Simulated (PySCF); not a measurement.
# GaH3 (SMILES [H][Ga]([H])[H]) at MP2/3-21G

We compute a structure relaxation of GaH3. Input form: a Python script.

The results are computed with PySCF 2.14.0.

2 further runs of the same task are left out: 2 set aside as unsound or not needed.

**1. Starting point**

GaH3: 4 atoms, total charge 0, spin state singlet. As SMILES, `[H][Ga]([H])[H]`. Geometry: a GFN2-xTB relaxation, a rough one for these elements and not checked as a minimum. The run starts from this shape.

Bond lengths: Ga1–H2 1.567 Å, Ga1–H3 1.567 Å, Ga1–H4 1.566 Å. Angles: H2–Ga1–H3 120.0°, H2–Ga1–H4 120.0°, H3–Ga1–H4 120.0°.

**2. A structure relaxation at MP2/3-21G**

calc.py reads:

```python
# GaH3
from pyscf import gto, scf, mp
from pyscf.geomopt.geometric_solver import kernel as optimise

system = gto.M(
    atom=[
    ('Ga', (-0.000160, 0.000060, 0.001280)),
    ('H', (1.566090, -0.029140, 0.013370)),
    ('H', (-0.757820, 1.371010, -0.018620)),
    ('H', (-0.808110, -1.341930, 0.003970)),
],
    charge=0,
    max_memory=1860,
    basis='3-21g',
    verbose=3,
)

calc0 = scf.RHF(system)
calc0.conv_tol = 1e-10
calc0.kernel()
if not calc0.converged:
    calc0 = calc0.newton().run(calc0.mo_coeff, calc0.mo_occ)
pt = mp.MP2(calc0, frozen=9).run()
converged, mol_eq = optimise(pt, maxsteps=60, convergence_set='GAU_TIGHT')
print('converged:', converged)
print(mol_eq.tostring())

calc0.reset(mol_eq)
system = mol_eq
calc0.kernel()
if not calc0.converged:
    calc0 = calc0.newton().run(calc0.mo_coeff, calc0.mo_occ)
pt = mp.MP2(calc0, frozen=9).run()
e_tot = pt.e_tot
print('E(%s) = %.9f' % ('MP2', e_tot))
```

Started as:

```console
OMP_NUM_THREADS=1 python calc.py
```

**Question.** What will come out? Wanted: total energy at the end; dipole moment; HOMO energy; LUMO energy; HOMO–LUMO gap; correlation energy.

Computed results:

At MP2/3-21G, 9 core orbitals frozen:

| quantity | value |
| --- | --- |
| total energy at the end | -1915.56804 Eh |
| dipole moment (Hartree–Fock density) | 0.00 D |
| HOMO energy (Hartree–Fock orbitals) | -11.47 eV |
| LUMO energy (Hartree–Fock orbitals) | 0.83 eV |
| HOMO–LUMO gap (Hartree–Fock orbitals) | 12.29 eV |
| correlation energy (9 core orbitals frozen) | -44.2 mEh |

In words: At the final geometry: Bond lengths: Ga1–H2 1.587 Å, Ga1–H3 1.587 Å, Ga1–H4 1.587 Å. Angles: H2–Ga1–H3 120.0°, H2–Ga1–H4 120.0°, H3–Ga1–H4 120.0°. The optimisation took 6 steps and changed the energy by -0.009 eV. Mulliken charges of the mean-field density run from -0.22 on H2 to +0.66 on Ga1.
